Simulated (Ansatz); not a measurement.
# H6OSi2: the cost of one run

Computed with Ansatz 0.2.0, Gaussian basis. Level: PBE0-D4/def2-TZVP structures, single points in def2-TZVPP, no counterpoise correction.

Levels: SPW92, PBE-D4, BLYP-D4, r2SCAN-D4, B97M-V, PBE0-D4, B3LYP-D4, r2SCAN0-D4, BHLYP-D4, CAM-B3LYP-D4, wB97X-V, wB97M-V, B2PLYP, PBE-QIDH, RPA on PBE, Hartree-Fock, MP2, CCSD, CCSD(T).

Cores are frozen in the correlated methods. B3LYP uses VWN-RPA correlation. B2PLYP carries no dispersion term here.

94 further runs of the same task are left out: 94 set aside as unsound or not needed.

### 1 The system as given

The complex: 13 atoms, charge 0, spin multiplicity 1.

Atoms are counted from 1 here; the program's logs count them from 0.

Bond lengths: Si1–H2 1.486 Å, Si1–O3 1.642 Å, Si1–H5 1.481 Å, Si1–H6 1.485 Å, O3–Si4 1.631 Å, Si4–H9 1.488 Å, Si4–H10 1.483 Å, Si4–H11 1.488 Å, H7–P8 1.418 Å, P8–H12 1.418 Å, P8–H13 1.418 Å. Angles: H2–Si1–O3 109.1°, H2–Si1–H5 110.8°, H2–Si1–H6 110.0°, O3–Si1–H5 107.1°, O3–Si1–H6 109.1°, H5–Si1–H6 110.8°, Si1–O3–Si4 146.2°, O3–Si4–H9 110.5°, O3–Si4–H10 108.5°, O3–Si4–H11 110.4°, H9–Si4–H10 109.4°, H9–Si4–H11 108.7°, H10–Si4–H11 109.3°, H7–P8–H12 93.9°, H7–P8–H13 93.9°, H12–P8–H13 93.9°.

Geometry (Å):

```tsv
atom	x (Å)	y (Å)	z (Å)
Si1	-0.35536	-0.08148	0.08863
H2	0.53787	-0.88210	-0.78791
O3	-0.63818	-0.91806	1.47316
Si4	0.01979	-1.62257	2.78850
H5	-1.66724	0.14107	-0.56190
H6	0.29088	1.21248	0.42730
H7	1.49471	2.01302	-3.15443
P8	0.18268	1.63340	-2.77239
H9	0.75635	-0.61859	3.60261
H10	-1.07188	-2.21059	3.60286
H11	0.96634	-2.69667	2.38406
H12	-0.36993	2.91228	-3.03844
H13	-0.14593	1.11760	-4.05185
```

Its parts: Si2H6O holds atoms 1, 2, 3, 4, 5, 6, 9, 10, 11; PH3 holds atoms 7, 8, 12, 13. Each part counts its atoms afresh in its own runs.

### 2 Relaxing Si2H6O alone

The input, relax-a/in.yaml:

```yaml
crystal:
  periodic: [false, false, false]
  atoms:
    - {symbol: Si, position_ang: [-0.355357, -0.081481, 0.088631]}
    - {symbol: H, position_ang: [0.537871, -0.882096, -0.787906]}
    - {symbol: O, position_ang: [-0.638180, -0.918057, 1.473164]}
    - {symbol: Si, position_ang: [0.019791, -1.622573, 2.788495]}
    - {symbol: H, position_ang: [-1.667236, 0.141069, -0.561901]}
    - {symbol: H, position_ang: [0.290881, 1.212480, 0.427297]}
    - {symbol: H, position_ang: [0.756346, -0.618586, 3.602611]}
    - {symbol: H, position_ang: [-1.071877, -2.210590, 3.602857]}
    - {symbol: H, position_ang: [0.966335, -2.696667, 2.384063]}
basis:
  gaussian: {orbitals: def2-TZVP}
hamiltonian: {xc: pbe0, dispersion: d4}
relax: {f_tol: 0.005, max_steps: 200}
```

The run is started by

```bash
ansatz run in.yaml --threads 8 --pin off --events-out ev --progress --plain --max-ram 19148MiB
```

**Question.** How long does this run take on 8 threads of Arm Neoverse V2, shared host?

About 4.5 s.
